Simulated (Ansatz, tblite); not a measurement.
**The cluster Sr5S5: which isomer is lowest**

One table from this session's results is given with a row withheld; the runs are named, their logs left out.

Computed with Ansatz 0.2.0, Gaussian basis. Level: relaxed with r2SCAN-D4/def2-SVP, singlet.

4 further runs of the same task are left out: 1 that didn't finish, 3 set aside as unsound or not needed.

### The system as given

10 atoms, charge 0, spin multiplicity 1.

Atoms are counted from 1 here; the program's logs count them from 0.

Bond lengths: Sr1–S7 2.899 Å, Sr1–S9 2.663 Å, Sr1–S10 2.661 Å, Sr2–S6 2.874 Å, Sr2–S7 3.412 Å, Sr2–S8 2.870 Å, Sr2–S9 2.868 Å, Sr2–S10 2.870 Å, Sr3–S7 2.894 Å, Sr3–S8 2.661 Å, Sr3–S9 2.662 Å, Sr4–S6 2.660 Å, Sr4–S7 2.896 Å, Sr4–S8 2.662 Å, Sr5–S6 2.659 Å, Sr5–S7 2.896 Å, Sr5–S10 2.660 Å. Angles: S7–Sr1–S9 85.2°, S7–Sr1–S10 85.1°, S9–Sr1–S10 94.0°, S6–Sr2–S7 73.0°, S6–Sr2–S8 85.0°, S6–Sr2–S9 146.1°, S6–Sr2–S10 84.9°, S7–Sr2–S8 73.1°, S7–Sr2–S9 73.1°, S7–Sr2–S10 73.0°, S8–Sr2–S9 85.1°, S8–Sr2–S10 146.1°, S9–Sr2–S10 85.4°, S7–Sr3–S8 85.2°, S7–Sr3–S9 85.3°, S8–Sr3–S9 93.6°, S6–Sr4–S7 85.2°, S6–Sr4–S8 93.7° and more.

As a file:

```xyz
10
charge 0, multiplicity 1
Sr    1.9099    0.3767    2.0894
Sr   -0.8966   -1.3357    0.4279
Sr   -1.3358    2.2610    1.1210
Sr   -1.0396    0.9149   -2.4968
Sr    2.2077   -0.9606   -1.5379
S    -0.2362   -1.6174   -2.3549
S     0.9426    1.4031   -0.4429
S    -2.7491    0.6642   -0.4713
S    -0.6607    0.2905    2.7790
S     1.8579   -1.9969    0.8866
```

Sr takes a core potential in the def2 sets. No spin-orbit coupling is included.

A search from random starts with GFN1-xTB found 14 distinct shapes; 2 go on here. The structure above is candidate A, which lies 0.00 eV above the lowest at that level; B lies 0.40 eV above the lowest at that level.

Set-up of the first run:

Input file in.yaml:

```yaml
crystal:
  periodic: [false, false, false]
  atoms:
    - {symbol: Sr, position_ang: [1.909890, 0.376740, 2.089400]}
    - {symbol: Sr, position_ang: [-0.896650, -1.335670, 0.427910]}
    - {symbol: Sr, position_ang: [-1.335760, 2.260970, 1.121040]}
    - {symbol: Sr, position_ang: [-1.039650, 0.914920, -2.496850]}
    - {symbol: Sr, position_ang: [2.207700, -0.960620, -1.537910]}
    - {symbol: S, position_ang: [-0.236160, -1.617370, -2.354930]}
    - {symbol: S, position_ang: [0.942630, 1.403140, -0.442910]}
    - {symbol: S, position_ang: [-2.749110, 0.664210, -0.471290]}
    - {symbol: S, position_ang: [-0.660740, 0.290530, 2.778950]}
    - {symbol: S, position_ang: [1.857850, -1.996860, 0.886600]}
basis:
  gaussian: {orbitals: def2-SVP}
hamiltonian: {xc: r2scan, dispersion: d4}
scf: {lower_state_search: "off"}
output: {orbitals: {seedname: orbitals}}
relax: {f_tol: 0.02, max_steps: 100}
```

On the command line:

```bash
$ ansatz run in.yaml --threads 2 --pin off --events-out ev --progress --plain --max-ram 20480MiB --backend cuda --devices 0, --max-vram 18GiB
```

Steps of the session up to this table: Relaxing candidate A; Relaxing candidate B; Candidate B, PBE0-D4/def2-TZVP; Candidate B, PBE-D4/def2-TZVP; Candidate B, r2SCAN-D4/def2-TZVP; Candidate B, LC-ωPBE/def2-TZVP; Candidate B, HSE06-D4/def2-TZVP; Candidate B, MP2/def2-SVP.

One of the session's tables, all rows but one given; the rest of the session is left out.

It belongs to the step «B against A». 

| level | B above A (kJ/mol) |
| --- | --- |
| GFN1-xTB | +46.3 |
| HF/def2-SVP | ? |
| PBE-D4/def2-TZVP | +41.2 |
| r2SCAN-D4/def2-TZVP | +37.6 |
| PBE0-D4/def2-TZVP | +38.5 |
| HSE06-D4/def2-TZVP | +38.4 |
| LC-ωPBE/def2-TZVP | +29.7 |
| MP2/def2-SVP | +35.7 |

**Question.** Estimate the row for HF/def2-SVP.

The run gave: B above A (kJ/mol): -0.7. In the column «B above A (kJ/mol)» it is the lowest.

To keep in mind: A random search of this size may have missed the true lowest shape. Only singlets are compared; another spin may lie lower and prefer another shape.
